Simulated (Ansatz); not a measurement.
# C2H5Si radical (built from SMILES C#C.[SiH3]): a barrier at many levels of theory

How high is the barrier of this step (H1–C2 broken), and how far do cheaper methods land from CCSD(T)?

Method: single points in def2-TZVPP on PBE0-D4/def2-TZVP structures; program: Ansatz 0.2.0, Gaussian basis.

Levels: SPW92, PBE-D4, BLYP-D4, r2SCAN-D4, B97M-V, PBE0-D4, B3LYP-D4, r2SCAN0-D4, BHLYP-D4, CAM-B3LYP-D4, wB97X-V, wB97M-V, B2PLYP, PBE-QIDH, RPA on PBE, Hartree-Fock, MP2, CCSD, CCSD(T). The reference is CCSD(T) at the basis limit, from triple and quadruple zeta. Zero-point energies come from PBE0-D4 vibrations.

Correlated methods freeze the cores. Orbitals are unrestricted. B3LYP uses VWN-RPA correlation. B2PLYP carries no dispersion term here.

11 further runs of the same task are left out: 11 set aside as unsound or not needed.

**1. The three structures**

Charge 0, multiplicity 2. The folders r, ts and p hold the start, the saddle and the end; their coordinates stand in the first inputs.

| pair | r (Å) | ts (Å) | p (Å) |
| --- | --- | --- | --- |
| H1–C2 | 1.097 | 1.998 | 3.411 |

**2. wB97M-V/def2-TZVPP**

The input, r/in.yaml:

```yaml
crystal:
  periodic: [false, false, false]
  atoms:
    - {symbol: H, position_ang: [0.726454, 0.987640, -1.207619]}
    - {symbol: C, position_ang: [0.033793, 0.287073, -0.723999]}
    - {symbol: C, position_ang: [-0.955349, -0.216814, -1.405041]}
    - {symbol: Si, position_ang: [0.325675, -0.140341, 1.071662]}
    - {symbol: H, position_ang: [-1.373266, -0.173672, -2.402048]}
    - {symbol: H, position_ang: [0.277101, 1.095378, 1.898752]}
    - {symbol: H, position_ang: [-0.710204, -1.095380, 1.534215]}
    - {symbol: H, position_ang: [1.675797, -0.743784, 1.234079]}
basis:
  gaussian: {orbitals: def2-TZVPP}
magnetization: {spin_polarized: true, initial_magnetization: 1}
hamiltonian: {xc: {name: wB97M-V}}
```

The input, ts/in.yaml:

```yaml
crystal:
  periodic: [false, false, false]
  atoms:
    - {symbol: H, position_ang: [1.153406, 1.195325, -0.800615]}
    - {symbol: C, position_ang: [-0.382643, -0.068265, -0.612766]}
    - {symbol: C, position_ang: [-0.968834, -0.130778, -1.672650]}
    - {symbol: Si, position_ang: [0.282110, -0.185499, 1.088481]}
    - {symbol: H, position_ang: [-1.441551, -0.143836, -2.628299]}
    - {symbol: H, position_ang: [0.248269, 1.153325, 1.722643]}
    - {symbol: H, position_ang: [-0.564281, -1.127541, 1.865781]}
    - {symbol: H, position_ang: [1.673522, -0.692630, 1.037425]}
basis:
  gaussian: {orbitals: def2-TZVPP}
magnetization: {spin_polarized: true, initial_magnetization: 1}
hamiltonian: {xc: {name: wB97M-V}}
```

The input, p/in.yaml:

```yaml
crystal:
  periodic: [false, false, false]
  atoms:
    - {symbol: H, position_ang: [2.020339, 1.881833, -0.899888]}
    - {symbol: C, position_ang: [-0.609200, -0.262891, -0.555177]}
    - {symbol: C, position_ang: [-1.122479, -0.254399, -1.646227]}
    - {symbol: Si, position_ang: [0.165917, -0.276389, 1.095117]}
    - {symbol: H, position_ang: [-1.576255, -0.246886, -2.610847]}
    - {symbol: H, position_ang: [0.146554, 1.095840, 1.657683]}
    - {symbol: H, position_ang: [-0.592363, -1.190349, 1.983996]}
    - {symbol: H, position_ang: [1.567486, -0.746660, 0.975343]}
basis:
  gaussian: {orbitals: def2-TZVPP}
magnetization: {spin_polarized: true, initial_magnetization: 1}
hamiltonian: {xc: {name: wB97M-V}}
```

The command line of these runs was not kept.

After this run come: CCSD(T)/def2-TZVPP; MP2/def2-QZVPP; Vibrations of the start structure; Vibrations of the end structure.

**Question.** What will these runs give? Wanted: barrier, CCSD(T)/CBS; reverse barrier, CCSD(T)/CBS; step energy, CCSD(T)/CBS; barrier with zero-point energy; step energy with zero-point energy; imaginary mode at the saddle; largest T1 diagnostic.

As calculated:

```
                          quantity           value
              barrier, CCSD(T)/CBS   37.0 kcal/mol
      reverse barrier, CCSD(T)/CBS    3.9 kcal/mol
          step energy, CCSD(T)/CBS  +33.1 kcal/mol
    barrier with zero-point energy   31.9 kcal/mol
step energy with zero-point energy  +27.7 kcal/mol
      imaginary mode at the saddle       579i cm⁻¹
             largest T1 diagnostic           0.034
```

In words: B2PLYP is the best functional here (-0.1 kcal/mol from CCSD(T)/CBS); BHLYP-D4 is the worst (+4.5 kcal/mol). By rung, the mean size of the error is: LDA 0.3, GGA 1.1, meta-GGA 2.9, hybrid 3.5, range-separated hybrid 2.8, double hybrid 1.3 kcal/mol. PBE-D4 gives a barrier 0.6 kcal/mol too high, inside chemical accuracy (1 kcal/mol). The barrier rises with the share of exact exchange, from BLYP-D4 through B3LYP-D4 to BHLYP-D4 (-1.5, +1.4, +4.5 kcal/mol). Hartree-Fock, with no correlation, is off by +6.1 kcal/mol. Zero-point motion lowers the barrier by 5.1 kcal/mol. The unrestricted reference is spin-contaminated, which hurts MP2 most.
